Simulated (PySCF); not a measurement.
# F3H3LuN (Lu(F)3(NH3)): the cost of one run

The runs use PySCF 2.14.0; several levels, as the steps say, no spin–orbit coupling.

**1. The system as given**

8 atoms, charge 0, spin multiplicity 1.

Bond lengths: Lu1–F2 1.986 Å, Lu1–F3 1.986 Å, Lu1–F4 1.986 Å, Lu1–N5 2.419 Å, N5–H6 1.022 Å, N5–H7 1.022 Å, N5–H8 1.022 Å. Angles: F2–Lu1–F3 118.3°, F2–Lu1–F4 118.3°, F2–Lu1–N5 97.5°, F3–Lu1–F4 118.3°, F3–Lu1–N5 97.5°, F4–Lu1–N5 97.5°, Lu1–N5–H6 112.2°, Lu1–N5–H7 112.2°, Lu1–N5–H8 112.2°, H6–N5–H7 106.6°, H6–N5–H8 106.6°, H7–N5–H8 106.6°.

Coordinates:

```
atom    x (Å)    y (Å)    z (Å)
 Lu1   0.0902  -0.0902   0.0902
  F2   1.0442   1.3672   1.0442
  F3  -1.3672  -1.0442   1.0442
  F4   1.0442  -1.0442  -1.3672
  N5  -1.3065   1.3065  -1.3065
  H6  -1.9159   1.9159  -0.7569
  H7  -0.7569   1.9159  -1.9159
  H8  -1.9159   0.7569  -1.9159
```

Formal oxidation states: Lu +3. Each metal's 14 4f electrons lie in its core potential, so multiplicities, spins and levels count the valence alone. An earlier session relaxed this geometry at PBE0, Lu lcecp-1-SVP with ECP60, F def2-SVP, N def2-SVP, H def2-SVP (singlet, point group C3v).

At PBE0 on the finer grid: E = -395.753046 Eh, HOMO -9.66 eV, LUMO -0.77 eV, Mulliken charge on Lu1 +1.10 e, largest force component 0.003 eV/Å. 

Levels to run: M06-L; PBE; PBE0, TZVP. Hardware: 2 threads of Arm Neoverse V1, shared host.

**2. M06-L**

Input file run.py (the lines that set the calculation):

```python
mol = gto.M(atom='''
Lu     0.09024    -0.09024     0.09024
F      1.04425     1.36720     1.04425
F     -1.36720    -1.04425     1.04425
F      1.04425    -1.04425    -1.36720
N     -1.30653     1.30653    -1.30653
H     -1.91594     1.91594    -0.75689
H     -0.75689     1.91594    -1.91594
H     -1.91594     0.75689    -1.91594''',
    basis={'Lu': 'lcecp-1-SVP', 'F': 'def2-SVP', 'N': 'def2-SVP', 'H': 'def2-SVP'},
    ecp={'Lu': 'lcecp-1-SVP'},
    charge=0, spin=0)
mf = dft.RKS(mol, xc='M06L')
mf.grids.atom_grid = (75, 302)  # f atoms: unpruned, at least (60, 302)
mf = mf.density_fit()  # fitting sets: Lu AutoAux, F def2-universal-JKFIT, N def2-universal-JKFIT, H def2-universal-JKFIT
mf.conv_tol = 1e-08; mf.max_cycle = 55
mf.kernel(dm0)  # dm0: the density of the relaxed state
```

Run with:

```
$ OMP_NUM_THREADS=2 python run.py
```

**Question.** How long does this run take on 2 threads of Arm Neoverse V1, shared host?

About 9.4 s.
